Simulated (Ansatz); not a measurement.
Run this with Ansatz's Python interface and show what comes out.

The script, `edit.py`:
```python
"""Editing single keys of the input for KRuF6."""

import warnings

import ansatz as az
import pandas as pd

warnings.simplefilter("ignore", az.DeckWarning)

cell = (
    az.Lattice.of([3.74311, 2.161086, 2.43399], [-3.74311, 2.161086, 2.43399], [0.0, -4.322171, 2.43399])
    .atom("K", [0.5, 0.5, 0.5])
    .atom("Ru", [0.0, 0.0, 0.0])
    .atom("F", [0.268284, 0.268284, 0.919077])
    .atom("F", [0.268284, 0.919077, 0.268284])
    .atom("F", [0.731716, 0.080923, 0.731716])
    .atom("F", [0.731716, 0.731716, 0.080923])
    .atom("F", [0.080923, 0.731716, 0.731716])
    .atom("F", [0.919077, 0.268284, 0.268284])
)

base = (
    cell.calculation()
    .kpoints(5, 5, 5)
    .functional("lda")
    .basis(420)
    .occupations("cold", width=0.1)
    .band_table()
)
typed = base.input()
rows = []
for value in [1, 2, 3]:
    edited = typed.set(az.key.basis.xc_grid, value)
    summary = az.Session.from_dict(edited).plan().execute().report
    rows.append((value, summary["free_energy_ev"], summary["n_iterations"], len(summary["eigenvalues_ev"][0]) if "eigenvalues_ev" in summary else 0))
print(pd.DataFrame(rows, columns=["xc grid", "F eV", "iterations", "bands listed"]).round(4).to_string(index=False))
print(edited.to_yaml())
```

`python edit.py` gives:
```text
 xc grid        F eV  iterations  bands listed
       1 -12016.1936          12            42
       2 -12016.1936          12            42
       3 -12016.1937          12            42
crystal:
  lattice:
    - [3.74311, 2.161086, 2.43399]
    - [-3.74311, 2.161086, 2.43399]
    - [0.0, -4.322171, 2.43399]
  atoms:
    - { symbol: K, position: [0.5, 0.5, 0.5] }
    - { symbol: Ru, position: [0.0, 0.0, 0.0] }
    - { symbol: F, position: [0.268284, 0.268284, 0.919077] }
    - { symbol: F, position: [0.268284, 0.919077, 0.268284] }
    - { symbol: F, position: [0.731716, 0.080923, 0.731716] }
    - { symbol: F, position: [0.731716, 0.731716, 0.080923] }
    - { symbol: F, position: [0.080923, 0.731716, 0.731716] }
    - { symbol: F, position: [0.919077, 0.268284, 0.268284] }
basis:
  ecutwfc: 420.0
  xc_grid: 3
kpoints:
  mp_grid:
    grid: [5, 5, 5]
hamiltonian:
  xc: lda
scf:
  occupations:
    method: cold
    width: 0.1
output:
  eigenvalues: true
```

Caveats:
- Total energies depend on the potentials; only differences at equal settings carry meaning. A total without «per atom» is that of the whole cell that was run.
- The cell holds an odd number of electrons and is run without spin, so a magnetic state may lie lower.
- The mesh is modest for a metal, so energies can be off by several to tens of meV an atom and pressures by half a GPa or more; differences at equal mesh fare better.
- The structure comes from a database of computed cells and needn't be a stable or known phase.
- Wall time of the script: 22 s on 1 thread of Arm Neoverse V1, on a shared host, peak memory 0.5 GiB.
